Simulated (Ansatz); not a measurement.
Debugging a comparison of norm-conserving and PAW potentials of Ga3Cu, space group Pm-3m (the Ansatz DFT code, driven from Python).

`ga3cu.extxyz`
```text
4
Lattice="4.035333 0.0 0.0 0.0 4.035333 0.0 0.0 0.0 4.035333" Properties=species:S:1:pos:R:3 pbc="T T T"
Ga    0.00000000    2.01766650    2.01766650
Ga    2.01766650    0.00000000    2.01766650
Ga    2.01766650    2.01766650    0.00000000
Cu    0.00000000    0.00000000    0.00000000
```

`nc_paw_ga3cu.py`
```python
# -*- coding: utf-8 -*-
import ansatz as az
import numpy as np

FUNCTIONAL = "lda"
SMEARING = "fermi_dirac"
KMESH = (6, 6, 6)


def count_gap(report):
    # lowest empty less highest filled band, counting bands; zero where they overlap
    return max(report.get("gap_by_band_count_ev") or 0.0, 0.0)

ga3cu = az.Crystal.from_extxyz("ga3cu.extxyz")

model = (
    ga3cu.calculation()
    .functional(FUNCTIONAL)
    .occupations(SMEARING, width=100 * az.meV)
    .kpoints(*KMESH)
    .stress()
    .forces()
    .band_table()
)
variants = {
    "PAW": model.pseudopotentials("paw"),
    "norm-conserving": model.pseudopotentials("nc"),
}
rows = []
for label, variant in variants.items():
    data = variant.run(threads=1).report()
    levels = np.array(data["eigenvalues_ev"][0]) - data["fermi_energy_ev"]
    print(label, "levels at the first k-point near E_F:", np.round(levels[np.abs(levels) < 5], 3))
    rows.append((label, data["n_electrons"], np.trace(data["stress_gpa"]) / 3, count_gap(data)))
print("     treatment  electrons in bands           P GPa  gap by band count eV")
for row in rows:
    print(f"{str(row[0]):>14s}  {row[1]:18.1f}  {row[2]:14.3f}  {row[3]:20.3f}")
```

Running `python nc_paw_ga3cu.py` prints:
```text
DeckWarning: basis.ecutwfc = 420 eV, auto-derived from the records' recommended cutoffs: set by Ga (normal level)
Traceback (most recent call last):
  File "nc_paw_ga3cu.py", line 31, in <module>
    data = variant.run(threads=1).report()
TypeError: 'dict' object is not callable
```
(Warnings from the package without file and line.)

What is wrong, and how is it mended?

The fault: report is a dict, not a method. Mended:

```diff
--- before
+++ after
@@ -30,3 +30,3 @@
 for label, variant in variants.items():
-    data = variant.run(threads=1).report()
+    data = variant.run(threads=1).report
     levels = np.array(data["eigenvalues_ev"][0]) - data["fermi_energy_ev"]
```

After the fix:

```console
$ python nc_paw_ga3cu.py
DeckWarning: basis.ecutwfc = 420 eV, auto-derived from the records' recommended cutoffs: set by Ga (normal level)
PAW levels at the first k-point near E_F: [-3.715 -3.715 -2.836 -2.836 -2.836 -2.11  -2.11  -2.11  -0.669 -0.669
  0.951]
DeckWarning: basis.ecutwfc = 1251.723767 eV, auto-derived from the records' recommended cutoffs: set by Cu (normal level)
norm-conserving levels at the first k-point near E_F: [-3.701 -3.701 -2.809 -2.809 -2.809 -2.111 -2.111 -2.111 -0.66  -0.66
  0.939]
     treatment  electrons in bands           P GPa  gap by band count eV
           PAW                58.0          -6.479                 0.000
norm-conserving                58.0          -6.583                 0.000
```
(Warnings from the package without file and line.)

The computed bands are complete only to about 4.9 eV above the Fermi level. For a metal this k-point mesh is coarse: on a finer one energies can move by several to tens of meV an atom and pressures by half a GPa or more, differences at one mesh by less. A gap by band count of zero or less means overlapping bands, a metal. At these settings the cell as given stands under about -6 GPa, so it isn't at this functional's equilibrium volume. This cell is a computed structure, which may not be the phase found in nature. Gaps and levels are Kohn-Sham values on a finite set of k-points, without spin-orbit coupling. Stress is positive in compression. Timing: 14 s on 1 thread of Arm Neoverse V2, on a shared host, peak memory 0.51 GiB.
